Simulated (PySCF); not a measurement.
# [Tm(H2O)3]3+: other functionals and bases at one geometry

One table from this session's results is given with a row withheld; the runs are named, their logs left out.

Method: several levels, as the steps say, no spin–orbit coupling; program: PySCF 2.14.0.

1 further run of the same task is left out (for a known fault of the program).

## Starting geometry

10 atoms, charge 3, spin multiplicity 1.

Bond lengths: Tm1–O2 2.209 Å, Tm1–O5 2.209 Å, Tm1–O8 2.209 Å, O2–H3 0.989 Å, O2–H4 0.989 Å, O5–H6 0.989 Å, O5–H7 0.989 Å, O8–H9 0.989 Å, O8–H10 0.989 Å. Angles: O2–Tm1–O5 120.0°, O2–Tm1–O8 120.0°, O5–Tm1–O8 120.0°, Tm1–O2–H3 128.6°, Tm1–O2–H4 128.6°, H3–O2–H4 102.8°, Tm1–O5–H6 128.6°, Tm1–O5–H7 128.6°, H6–O5–H7 102.8°, Tm1–O8–H9 128.6°, Tm1–O8–H10 128.6°, H9–O8–H10 102.8°.

Coordinates:

```
atom    x (Å)    y (Å)    z (Å)
 Tm1   0.0000   0.0000   0.0000
  O2   2.2090   0.0000   0.0000
  H3   2.8262   0.7308   0.2533
  H4   2.8262  -0.7307  -0.2533
  O5  -1.1045   1.9130   0.0000
  H6  -2.0459   2.0822   0.2533
  H7  -0.7802   2.8129  -0.2533
  O8  -1.1045  -1.9130   0.0000
  H9  -0.7802  -2.8129   0.2533
 H10  -2.0459  -2.0822  -0.2533
```

Formal oxidation states: Tm +3. Each metal's 12 4f electrons lie in its core potential, so multiplicities, spins and levels count the valence alone. An earlier session relaxed this geometry at PBE0, Tm lcecp-1-SVP with ECP58, O def2-SVP, H def2-SVP (singlet, point group D3).

At PBE0 on the finer grid: E = -266.602969 Eh, HOMO -25.57 eV, LUMO -17.26 eV, Mulliken charge on Tm1 +1.94 e, largest force component 0.007 eV/Å. 

Levels to run: BLYP; r2SCAN; PBE0, TZVP. Hardware: 2 threads of Arm Neoverse V2, shared host.

Set-up of the first run:

The input, run.py (the lines that set the calculation):

```python
mol = gto.M(atom='''
Tm     0.00000     0.00000     0.00000
O      2.20899     0.00001     0.00000
H      2.82618     0.73076     0.25326
H      2.82618    -0.73074    -0.25326
O     -1.10450     1.91303     0.00000
H     -2.04595     2.08216     0.25326
H     -0.78025     2.81291    -0.25326
O     -1.10449    -1.91304     0.00000
H     -0.78023    -2.81292     0.25326
H     -2.04593    -2.08218    -0.25326''',
    basis={'Tm': 'lcecp-1-SVP', 'O': 'def2-SVP', 'H': 'def2-SVP'},
    ecp={'Tm': 'lcecp-1-SVP'},
    charge=3, spin=0)
mf = dft.RKS(mol, xc='BLYP')
mf.grids.atom_grid = (75, 302)  # f atoms: unpruned, at least (60, 302)
mf = mf.density_fit()  # fitting sets: Tm AutoAux, O def2-universal-JKFIT, H def2-universal-JKFIT
mf.conv_tol = 1e-08; mf.max_cycle = 55
mf.kernel(dm0)  # dm0: the density of the relaxed state
```

Command:

```sh
$ OMP_NUM_THREADS=2 python run.py
```

Among the steps run: BLYP; r2SCAN; PBE0, TZVP.

One of the session's tables, all rows but one given; the rest of the session is left out.

| level | HOMO (eV) | gap (eV) | charge on Tm1 (e) | largest force component (eV/Å) |
| --- | --- | --- | --- | --- |
| PBE0 (relaxed here) | -25.57 | 8.30 | 1.94 | 0.01 |
| BLYP | ? | ? | ? | ? |
| r2SCAN | -24.14 | 6.60 | 1.93 | 0.11 |
| PBE0, TZVP | -25.55 | 8.36 | 2.20 | 0.31 |

**Question.** Estimate the row for BLYP.

As computed: HOMO (eV): -23.59; gap (eV): 5.36; charge on Tm1 (e): 1.78; largest force component (eV/Å): 0.55. In the column «HOMO (eV)» it is the highest.

In one basis the HOMO–LUMO gap runs from 5.36 eV (BLYP) to 8.30 eV (PBE0). The largest leftover force, 0.55 eV/Å with BLYP, stands at a geometry relaxed at another level. With 4f in the core, its levels are missing from HOMO and gap, and its count is fixed, so no charge can pass from the ligands into it. Total energies of different levels can't be compared.
